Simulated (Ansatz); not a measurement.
# C2H5BBrN: the cost of one run

Computed with Ansatz 0.2.0. Level: RKS BHLYP-D4/def2-SVP.

### Step 1. The starting structure

10 atoms, charge 0, spin multiplicity 1.

Atoms are counted from 1 here; the program's logs count them from 0.

Bond lengths: N1–B2 1.382 Å, N1–H6 1.021 Å, N1–H7 1.022 Å, B2–C3 1.547 Å, B2–C4 1.541 Å, C3–C4 1.550 Å, C3–H8 1.105 Å, C3–H9 1.104 Å, C4–Br5 1.950 Å, C4–H10 1.102 Å. Angles: B2–N1–H6 123.4°, B2–N1–H7 122.6°, H6–N1–H7 114.0°, N1–B2–C3 150.7°, N1–B2–C4 148.5°, C3–B2–C4 60.3°, B2–C3–C4 59.7°, B2–C3–H8 117.1°, B2–C3–H9 124.5°, C4–C3–H8 117.2°, C4–C3–H9 115.5°, H8–C3–H9 112.6°, B2–C4–C3 60.1°, B2–C4–Br5 120.7°, B2–C4–H10 122.9°, C3–C4–Br5 119.4°, C3–C4–H10 116.1°, Br5–C4–H10 109.7°.

Coordinates:

```
N    -1.11621    0.41141    1.38095
B    -0.17568    0.08517    0.42298
C     0.71760   -0.95734   -0.28933
C     0.58945    0.48054   -0.85434
Br   -0.35994    0.76804   -2.53372
H    -1.43043   -0.23814    2.10352
H    -1.58251    1.31990    1.40833
H     0.20583   -1.76520   -0.84388
H     1.72875   -1.24811    0.04552
H     1.50622    1.09253   -0.83703
```

This geometry comes from a loose relaxation at PBE in a small basis, which is not shown.

### Step 3. The grid

First coordinate, umbrella angle at N1 (between each of its bonds and their common axis; 90 is planar): 9 values from 66 to 114 °. Second coordinate, change of the bonds N1–B2, N1–H6, N1–H7, all alike: 9 values from −0.124 to 0.191 Å.

Nothing else is relaxed (all other coordinates rigid). Energies count from the relaxed molecule at the same level. Points are written as (first, second).

(The set-up runs are not shown.)

### Step 4. Point (66°, 0.152 Å)

Contents of input.yaml:

```yaml
crystal:
  periodic: [false, false, false]
  atoms:
    - { symbol: "N", position_ang: [-1.104064, 0.41054, 1.370165] }
    - { symbol: B, position_ang: [0.292304, 0.270047, 0.78386] }
    - { symbol: C, position_ang: [1.541525, -0.563202, 0.477253] }
    - { symbol: C, position_ang: [1.403217, 0.862834, -0.084693] }
    - { symbol: Br, position_ang: [1.118905, 1.085326, -1.978964] }
    - { symbol: H, position_ang: [-1.090397, -0.115751, 2.400067] }
    - { symbol: H, position_ang: [-1.211001, 1.513341, 1.703526] }
    - { symbol: H, position_ang: [1.462614, -1.386091, -0.230976] }
    - { symbol: H, position_ang: [2.348102, -0.698309, 1.195313] }
    - { symbol: H, position_ang: [2.114088, 1.59915, 0.275536] }
basis:
  gaussian: { orbitals: def2-SVP }
hamiltonian:
  xc: { name: BHLYP }
  dispersion: d4
output:
  forces: true
```

On the command line:

```
$ ansatz run input.yaml --threads 1 --pin off --max-ram 2560MiB --backend cpu --events-out ev --progress --plain --runs-dir out
```

Q: Estimate wall time and peak memory on 1 thread of Arm Neoverse V1, shared host.

About 6 s, with a peak of 0.24 GiB.
